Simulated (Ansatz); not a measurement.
**WCl (doublet): from Hartree-Fock to the top rungs, def2-QZVPP**

One table from this session's results is given with a row withheld; the runs are named, their logs left out.

The runs use Ansatz 0.2.0, Gaussian basis; def2-QZVPP, core rule «outside noble gas», up to 9 orbitals frozen.

The runs, in order: UHF; ROHF; CCSD(T) on UHF.

2 further runs of the same task are left out: 2 set aside as unsound or not needed.

## The system

The geometry is a PBE0/def2-TZVP stationary point (not a proven minimum). No spin-orbit coupling is included. Elements past krypton take def2 core potentials.

2 atoms, charge 0, spin multiplicity 2.

Atoms are counted from 1 here; the program's logs count them from 0.

Bond lengths: W1–Cl2 2.244 Å.

The first run:

Input file in.yaml:

```yaml
crystal:
  periodic: [false, false, false]
  atoms:
    - {symbol: W, position_ang: [0.000000, 0.000000, 0.000000]}
    - {symbol: Cl, position_ang: [0.000000, 0.000000, 2.243923]}
basis:
  gaussian: {orbitals: "def2-QZVPP.json"}
magnetization: {spin_polarized: true, initial_magnetization: 1}
hamiltonian: {xc: hf}
output: {orbitals: {seedname: orbitals}}
```

Command:

```sh
ansatz run in.yaml --threads 1 --pin off --events-out ev --progress --plain --max-ram 2560MiB --backend cpu
```

Steps of the session up to this table: UHF; ROHF; CCSD(T) on UHF.

One of the session's tables, all rows but one given; the rest of the session is left out.

```
  method  from UCCSD(T) (kJ/mol)
    ROHF                 +1176.5
     UHF                 +1038.3
    UMP2                  +179.3
   UCCSD                       ?
UCCSD(T)                       0
```

Estimate the missing values for UCCSD.

The run gave: from UCCSD(T) (kJ/mol): +86.6. In the column «from UCCSD(T) (kJ/mol)» it lies between UCCSD(T) (0) and UMP2 (+179.3).

The program flags UCCSD(T) as in doubt (see the logs), so the zero of the table is itself unsure.

Limits of these values: The determinant is far from a pure spin state, so its energy mixes those of several spin states (harmless only where they are near-degenerate, as at dissociation). The program flags UCCSD(T) as in doubt, so the zero of the table is itself unsure. Warnings: spin contamination; coupled cluster took another determinant than the lowest.
